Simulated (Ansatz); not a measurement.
**GaH₇N₂OSi: a ladder of functionals and wavefunction methods**

Aim: compute GaH₇N₂OSi with functionals from several rungs and with coupled cluster. The yardstick is the atomisation energy at the CCSD(T) limit.

Computed with Ansatz 0.2.0, Gaussian basis. Level: functionals in def2-TZVPP, the program's frozen cores in correlated methods.

Levels to be run: LDA (SPW92), PBE-D4, revPBE-D4, BLYP-D4, r2SCAN-D4, B97M-V, PBE0-D4, B3LYP-D4, r2SCANh-D4, r2SCAN0-D4, HSE06-D4, BHLYP-D4, CAM-B3LYP-D4, LC-ωPBE, ωB97X-V, ωB97M-V, B2PLYP, PBE-QIDH; CCSD(T)/def2-SVP; CCSD(T)/def2-TZVPP; MP2/def2-QZVPP; extrapolation to the limit; RPA on PBE.

### Step 1. Structure used throughout

An earlier PBE0-D4 in a triple-zeta def2 set relaxation fixed the geometry.

12 atoms, charge 0, spin multiplicity 1.

Atoms are counted from 1 here; the program's logs count them from 0.

Bond lengths: N1–Ga2 1.811 Å, N1–H6 1.007 Å, N1–H7 1.006 Å, Ga2–N3 1.808 Å, Ga2–O4 1.786 Å, N3–H8 1.006 Å, N3–H9 1.006 Å, O4–Si5 1.623 Å, Si5–H10 1.489 Å, Si5–H11 1.488 Å, Si5–H12 1.495 Å. Angles: Ga2–N1–H6 119.8°, Ga2–N1–H7 121.8°, H6–N1–H7 111.4°, N1–Ga2–N3 126.7°, N1–Ga2–O4 117.8°, N3–Ga2–O4 115.4°, Ga2–N3–H8 121.8°, Ga2–N3–H9 119.3°, H8–N3–H9 111.5°, Ga2–O4–Si5 137.5°, O4–Si5–H10 110.8°, O4–Si5–H11 110.2°, O4–Si5–H12 111.5°, H10–Si5–H11 108.5°, H10–Si5–H12 107.8°, H11–Si5–H12 108.0°.

### Step 2. LDA

This LDA is Slater exchange with PW92 correlation.

The input, in.yaml:

```yaml
crystal:
  periodic: [false, false, false]
  atoms:
    - {symbol: N, position_ang: [-1.106293, 1.430365, 0.811630]}
    - {symbol: Ga, position_ang: [-0.272144, -0.177168, 0.821613]}
    - {symbol: N, position_ang: [-0.290807, -1.396476, 2.156004]}
    - {symbol: O, position_ang: [0.676149, -0.633957, -0.621563]}
    - {symbol: Si, position_ang: [0.984933, -0.024316, -2.093994]}
    - {symbol: H, position_ang: [-1.228616, 1.924984, -0.056411]}
    - {symbol: H, position_ang: [-1.837890, 1.651334, 1.465523]}
    - {symbol: H, position_ang: [-0.563439, -1.153091, 3.092887]}
    - {symbol: H, position_ang: [0.384962, -2.142198, 2.150854]}
    - {symbol: H, position_ang: [2.399518, 0.429206, -2.192578]}
    - {symbol: H, position_ang: [0.745816, -1.056943, -3.138202]}
    - {symbol: H, position_ang: [0.107802, 1.148261, -2.395765]}
basis:
  gaussian: {orbitals: def2-TZVPP}
hamiltonian: {xc: lda}
output: {orbitals: {seedname: orbitals}}
```

On the command line:

```console
$ ansatz run in.yaml --threads 4 --pin off --events-out ev --progress --plain --max-ram 11315MiB
```

After this run come: PBE-D4 (GGA); revPBE-D4 (GGA); BLYP-D4 (GGA); r2SCAN-D4 (meta-GGA); B97M-V (meta-GGA); PBE0-D4 (hybrid); B3LYP-D4 (hybrid); r2SCANh-D4 (hybrid); r2SCAN0-D4 (hybrid); HSE06-D4 (hybrid); BHLYP-D4 (hybrid); CAM-B3LYP-D4 (range-separated); LC-ωPBE (range-separated); ωB97X-V (range-separated); ωB97M-V (range-separated); B2PLYP (double hybrid); PBE-QIDH (double hybrid); CCSD(T) in def2-SVP; CCSD(T) in def2-TZVPP; MP2 in def2-QZVPP; RPA on PBE orbitals.

Q: Predict the results of all the runs planned. Wanted: atomisation energy, CCSD(T)/CBS; farthest beyond LDA; mean size of error, GGA; mean size of error, meta-GGA; mean size of error, hybrid; mean size of error, range-separated; mean size of error, double hybrid; gap, smallest and largest; T1 diagnostic.

As calculated:

| quantity | value |
| --- | --- |
| atomisation energy, CCSD(T)/CBS | 4015.1 kJ/mol |
| functionals within 40.2 kJ/mol (1.0 %) | PBE-D4, B3LYP-D4, CAM-B3LYP-D4, ωB97X-V, ωB97M-V |
| farthest beyond LDA | BHLYP-D4 (-150.1 kJ/mol) |
| mean size of error, GGA | 53.3 kJ/mol |
| mean size of error, meta-GGA | 44.9 kJ/mol |
| mean size of error, hybrid | 89.8 kJ/mol |
| mean size of error, range-separated | 18.5 kJ/mol |
| mean size of error, double hybrid | 78.1 kJ/mol |
| gap, smallest and largest | 4.49 eV (BLYP-D4), 11.99 eV (LC-ωPBE) |
| T1 diagnostic | 0.0126 |
| triples share of the correlation energy | 3.6 % |

In words: LDA overbinds by 523.0 kJ/mol (13 %). PBE-D4 misses by -7.0 kJ/mol. Double hybrids carry the basis error of their MP2 part in triple zeta, and no dispersion term here, so their miss is partly the set-up's. By mean error the best rung here is range-separated (18.5 kJ/mol) and the worst beyond LDA is hybrid (89.8 kJ/mol). double hybrid functionals lie within the reference's doubt of that worst mean (78.1 kJ/mol), so those two tie. The mean of the hybrids holds BHLYP, with half exact exchange. Misses under about 40.2 kJ/mol are within the doubt on the reference itself, which lacks core-valence correlation, relativity and higher excitations, and its outer-core shells are covered unevenly. Hartree-Fock recovers 69 % of the binding; the rest is correlation. CCSD(T) in def2-SVP is off by -337.3 kJ/mol, which most functionals beat. The gap grows from 4.5 to 12.0 eV across the functionals, mostly with the share of exact exchange. Correlated methods include outer-core shells of Ga, which these sets cover unevenly.
